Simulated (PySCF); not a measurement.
**BeSe−: from the state search to spectroscopic constants**

Aim: find the lowest electronic state of BeSe−, scan its bond at several levels of theory, and get bond length, wavenumber and dissociation energy from each curve.

The runs use PySCF 2.14.0; Be aug-pcseg-1, Se aug-pcseg-1, no relativity.

1 further run of the same task is left out (set aside as unsound or not needed).

## (1) Set-up

A driver script around PySCF takes these settings:

- atoms: Be, Se
- charge: -1
- basis: Be aug-pcseg-1, Se aug-pcseg-1
- Hamiltonian: no relativity
- basis functions: 49
- electrons treated: 39
- masses in u: 9.0122, 79.9165
- levels: PBE0, PBE, r²SCAN, B2PLYP, r²SCAN0, BHandHLYP, HSE06, HF, MP2, SCS-MP2, CCSD, CCSD(T)
- grid: 80 radial by 434 angular points
- occupations: held fixed by the projection of orbital angular momentum
- dissociation limit: Be + Se−, each in its ground configuration
- starting distance in angstrom: 2.175
- values of 2S to try: 1, 3

Launch:

```bash
OMP_NUM_THREADS=1 python dia.py task.json out
```

Further steps of the session: PBE0 along the bond; PBE; r²SCAN; B2PLYP (double hybrid); r²SCAN0 (hybrid meta-GGA); BHandHLYP; HSE06 (range-separated hybrid); UHF; Correlated methods on the Hartree–Fock reference.

Before running it: what results should come out? Wanted: for each run, Re; ωe; De; μ.

As calculated:

Lowest PBE0 solution found, without spin–orbit coupling: ²Σ⁺ (doublet), unpaired electrons σ ↑.

| level | Re (Å) | ωe (cm⁻¹) | De (eV) | μ (D) |
| --- | --- | --- | --- | --- |
| UHF | 1.963 | 759 | 2.49 | 1.45 |
| UHF-MP2 | 1.979 | 734 | 3.05 | n/a |
| UHF-SCS-MP2 | 1.981 | 728 | 2.82 | n/a |
| UHF-CCSD | 1.980 | 727 | 2.45 | n/a |
| UHF-CCSD(T) | 1.986 | 716 | 2.56 | n/a |
| PBE | 1.967 | 722 | 3.35 | 2.68 |
| r²SCAN | 1.961 | 738 | 3.45 | 2.36 |
| PBE0 | 1.955 | 746 | 3.26 | 2.33 |
| r²SCAN0 | 1.953 | 751 | 3.33 | 2.12 |
| HSE06 | 1.958 | 742 | 3.26 | 2.32 |
| BHandHLYP | 1.949 | 755 | 2.90 | 1.93 |
| B2PLYP | 1.966 | 732 | 2.99 | 1.86 |

De is counted to Be + Se− in their ground configurations. A positive dipole points from Be to Se; in an ion it is taken about the centre of mass and does not tell which atom is negative.

Differences from CCSD(T) in the same basis:

| level | Re (mÅ) | ωe (%) |
| --- | --- | --- |
| UHF | -23 | +5.9 |
| UHF-MP2 | -7 | +2.4 |
| UHF-SCS-MP2 | -5 | +1.6 |
| UHF-CCSD | -6 | +1.5 |
| PBE | -19 | +0.8 |
| r²SCAN | -25 | +3.0 |
| PBE0 | -31 | +4.1 |
| r²SCAN0 | -33 | +4.9 |
| HSE06 | -29 | +3.5 |
| BHandHLYP | -37 | +5.4 |
| B2PLYP | -20 | +2.2 |

What this shows: Judged by CCSD(T) in the same basis: best bond length UHF-SCS-MP2 (-5 mÅ), worst BHandHLYP (-37 mÅ); best wavenumber PBE (+0.8 %), worst UHF (+5.9 %). Hartree–Fock makes the bond too short and too stiff against this reference, as it mostly does. CCSD(T) in a basis this small is itself some way from its limit, more so than the functionals. Among the levels with a De in the table, it runs from 2.45 eV (UHF-CCSD) to 3.45 eV (r²SCAN).

Correlated steps freeze 9 core orbitals. B2PLYP dipoles, levels and charges come from its SCF part alone. With some functionals the highest level of the anion is positive, from self-interaction error or because the anion is truly unbound there; the finite basis then holds the extra electron, and no neutral molecule was run to test the binding.
